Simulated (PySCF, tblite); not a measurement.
# C₅H₈F₂O₂Si: geometry, infrared bands and NMR shifts

What infrared bands and NMR shifts should C₅H₈F₂O₂Si (`CC(=O)/C=C(/O[SiH3])C(F)F`) show?

The runs use tblite 0.8.0 and PySCF 2.14.0, with density-fitted response routines of our own; the level of theory stands in each step. All values are computed, except where a source is named. Atoms are numbered from 0 throughout.

## (1) The starting structure

18 atoms, charge 0, multiplicity 1; geometry from: force field or distance geometry start.

Bonds of the start (Å): C0–C1 1.49, C1–O2 1.24, C1–C3 1.45, C3–C4 1.30, C4–O5 1.40, O5–Si6 1.74, C4–C7 1.48, C7–F8 1.41, C7–F9 1.40, C0–H10 1.12, C0–H11 1.10, C0–H12 1.12, C3–H13 1.11, Si6–H14 1.46, Si6–H15 1.48, Si6–H16 1.48, C7–H17 1.08.

## (2) Geometry optimisation with GFN2-xTB

The job: settings as JSON, then the geometry in Å.

```
{"job": {"kind": "relax", "xc": "GFN2-xTB", "basis": "xTB"}, "charge": 0, "multiplicity": 1}
C     -3.104600    -0.844400    -0.023100
C     -1.958000     0.111600    -0.019500
O     -2.209800     1.285700     0.277000
C     -0.662000    -0.446100    -0.335100
C      0.470900     0.181500    -0.367300
O      1.619600    -0.545100    -0.705900
Si     3.004700    -0.628300     0.344900
C      0.655300     1.621900    -0.106800
F      1.227600     2.130600    -1.291600
F      1.588300     1.802300     0.921300
H     -2.879300    -1.732300    -0.667200
H     -3.976200    -0.339700    -0.477600
H     -3.310400    -1.265500     0.993500
H     -0.620800    -1.534700    -0.554800
H      2.806300     0.006300     1.643400
H      3.407300    -2.031100     0.609800
H      4.168100     0.023700    -0.302100
H     -0.235800     2.209900     0.049400
```

Command:

```sh
> OMP_NUM_THREADS=1 python probes_run.py task.json out
```

One launch serves the whole session: the jobs run in the order shown.

**Question.** This job is followed by: GFN2-xTB harmonic vibrations, gas phase; GIAO PBE0/pcSseg-1 NMR shielding, non-relativistic, gas phase. What will the session give for the following? strongest single infrared mode (GFN2-xTB); zero-point energy (GFN2-xTB); ¹³C shifts against TMS (PBE0/pcSseg-1); ¹H shifts against TMS (PBE0/pcSseg-1, means over atoms taken as alike); ¹⁷O shifts against H2O (PBE0/pcSseg-1); ²⁹Si shifts against TMS (PBE0/pcSseg-1); ¹⁹F shifts against CFCl3 (PBE0/pcSseg-1, means over atoms taken as alike).

As calculated:

| quantity | value |
| --- | --- |
| strongest single infrared mode (GFN2-xTB) | 1622 cm⁻¹, 677 km/mol |
| zero-point energy (GFN2-xTB) | 74.5 kcal/mol |
| ¹³C shifts against TMS (PBE0/pcSseg-1) | 201.2, 166.6, 115.2, 115.0, 35.4 ppm |
| ¹H shifts against TMS (PBE0/pcSseg-1, means over atoms taken as alike) | 8.64, 6.00, 5.15, 2.30 ppm |
| ¹⁷O shifts against H2O (PBE0/pcSseg-1) | 618.8, 113.7 ppm |
| ²⁹Si shifts against TMS (PBE0/pcSseg-1) | -29.6 ppm |
| ¹⁹F shifts against CFCl3 (PBE0/pcSseg-1, means over atoms taken as alike) | -149.0 ppm |

**Reading.** Relaxing lowered the energy by 0.922 eV in 101 steps; the close pair that moved most is O5–Si6, from 1.741 to 1.654 Å. All 48 modes are real, so the xTB geometry is a minimum. The strongest single mode, at 1622 cm⁻¹, moves mainly C4 and C3. Unscaled tight-binding wavenumbers are off by several per cent, some by more. Its intensities can rank the bands wrongly. The most deshielded carbon is C1 (ketone carbonyl carbon), at 201.2 ppm: low-lying n→π* states of the double bond to the heteroatom give a large paramagnetic term (-261 ppm). The most deshielded hydrogen is H17 (hydrogen on an allylic sp3 CH bonded to 2 F), at 8.64 ppm: its carbon carries F, hence the downfield position. At PBE0/pcSseg-1: The largest span, 1191 ppm, is at O2, where the paramagnetic term is -687 ppm.
